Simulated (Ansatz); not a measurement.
# HfRu: the cost of one run

Computed with Ansatz 0.2.0 (DFT PBEsol, scalar-relativistic, unless a step's input says otherwise).

### Step 1. The starting structure

It takes space group Pm-3m (No. 221, cubic). Conventional cell: a = 3.225 Å, b = 3.225 Å, c = 3.225 Å, α = 90.00°, β = 90.00°, γ = 90.00°. Hf (site symmetry m-3m) has 8 Ru at 2.79 Å as nearest neighbours. Ru (site symmetry m-3m) has 8 Hf at 2.79 Å as nearest neighbours.

Coordinates:

```
Hf Ru
1.0
     3.22500    0.00000    0.00000
     0.00000    3.22500    0.00000
     0.00000    0.00000    3.22500
Hf Ru
1 1
Direct
  0.00000 0.00000 0.00000
  0.50000 0.50000 0.50000
```

Atoms are numbered in the order of the input: Hf1, Ru2.

### Step 2. Volume × 0.96, LAPW

The input, input.yaml:

```yaml
crystal:
  lattice:
    - [3.1814135759, 0.0, 0.0]
    - [0.0, 3.1814135759, 0.0]
    - [0.0, 0.0, 3.1814135759]
  atoms:
    - { symbol: Hf, position: [0.0, 0.0, 0.0] }
    - { symbol: Ru, position: [0.5, 0.5, 0.5] }
kpoints:
  mp_grid: { grid: [11, 11, 11] }
  band_path:
    path:
      - [0.0, 0.0, 0.0]
      - [0.0, 0.5, 0.0]
      - [0.5, 0.5, 0.0]
      - [0.0, 0.0, 0.0]
      - [0.5, 0.5, 0.5]
      - [0.0, 0.5, 0.0]
      - [0.5, 0.5, 0.5]
      - [0.5, 0.5, 0.0]
    npoints: 5
scf:
  occupations: { method: fermi_dirac, width: 0.08 }
hamiltonian:
  xc: pbesol
  pseudopotentials: { kind: all_electron, lapw: { basis_error: 0.0005 } }
output:
  forces: true
  stress: true
  eigenvalues: true
```

Command:

```
> ansatz run input.yaml --threads 1 --pin off --max-ram 3072MiB --backend cpu --events-out ev --progress --plain --runs-dir out
```

Q: Estimate wall time and peak memory on 1 thread of Intel Xeon Platinum 8488C (Sapphire Rapids), shared host.

About 38 s, with a peak of 0.51 GiB.
